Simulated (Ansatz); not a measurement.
## CH5FOSi, SMILES O[SiH2]CF: a short molecular-dynamics run, step by step

Program: the Ansatz DFT code, driven from Python.

`ch5fosi.xyz`
```text
9

O    -1.18690    0.28730    1.40130
Si   -0.40690    0.66890   -0.01200
C     0.55550   -0.74830   -0.66680
F     1.48110   -1.19810    0.33410
H    -0.68980   -0.00550    2.10560
H    -1.38290    1.12990   -1.03500
H     0.50600    1.83040    0.28240
H    -0.01020   -1.56540   -0.97000
H     1.22260   -0.44550   -1.45660
```

Notebook, run cell by cell (the value of a cell's last expression is shown):

```python
import ansatz as az
import numpy as np

molecule = az.Crystal.molecule_from_extxyz("ch5fosi.xyz")
```

```python
model = (
    molecule.calculation()
    .basis(gaussian="6-31G*")
    .functional("pbe0", dispersion="d3bj")
)
symbols = [site.symbol for site in molecule.cartesian_sites]
start = np.array([site.position_ang for site in molecule.cartesian_sites], dtype=float)
data = model.relax(force_tolerance=0.02).run(threads=1).report
end = np.array(data["positions_ang"])
minimum = az.Crystal.molecule()
for symbol, place in zip(symbols, end):
    minimum = minimum.atom(symbol, place.tolist())
```

    

```python
# dynamics from the relaxed geometry
model = (
    minimum.calculation()
    .basis(gaussian="6-31G*")
    .functional("pbe0", dispersion="d3bj")
    .md("nvt_nose_hoover", timestep=0.25, steps=20, temperature=300, initial_velocities="maxwell_boltzmann", seed=89, thermostat_time=10)
)
frames = []
outcome = model.session().plan().execute(on_event=lambda e: frames.append(e["data"]) if e["event"] == "md_step" else None)
print("t (fs)   E_pot (eV)      E_kin (eV)   T (K)   d(0-1) (A)")
for f in frames[::3]:
    xyz = np.array(f["positions_ang"])
    print(f"{f['time_fs']:6.2f} {f['lagrangian_ev']:14.5f} {f['e_kin_ev']:10.5f} {f['temperature_k']:8.1f} {np.linalg.norm(xyz[0] - xyz[1]):9.4f}")
kept = np.array([f["conserved_ev"] for f in frames])
print(f"conserved energy moves by at most {1000 * np.ptp(kept):.3f} meV")
```

    t (fs)   E_pot (eV)      E_kin (eV)   T (K)   d(0-1) (A)
      0.00   -13750.50577    0.27145    300.0    1.6610
      0.75   -13750.49661    0.26233    289.9    1.6650
      1.50   -13750.47373    0.23963    264.8    1.6690
      2.25   -13750.44682    0.21319    235.6    1.6729
      3.00   -13750.42512    0.19238    212.6    1.6768
      3.75   -13750.41259    0.18125    200.3    1.6805
      4.50   -13750.40717    0.17787    196.6    1.6840
    conserved energy moves by at most 0.199 meV

Reading the output:
- Total energies depend on the basis set; only differences at equal settings carry meaning.
- The trajectory is only some femtoseconds long, so its temperature is not equilibrated; where the script doesn't relax first, it starts from a rough generated geometry.
- The temperature counts the internal degrees of freedom alone.
- The whole script took 80 s on 1 thread of Arm Neoverse V1, with other jobs on the host, peak memory 0.24 GiB.

(Lines on the test bed's own set-up are left out of the output.)
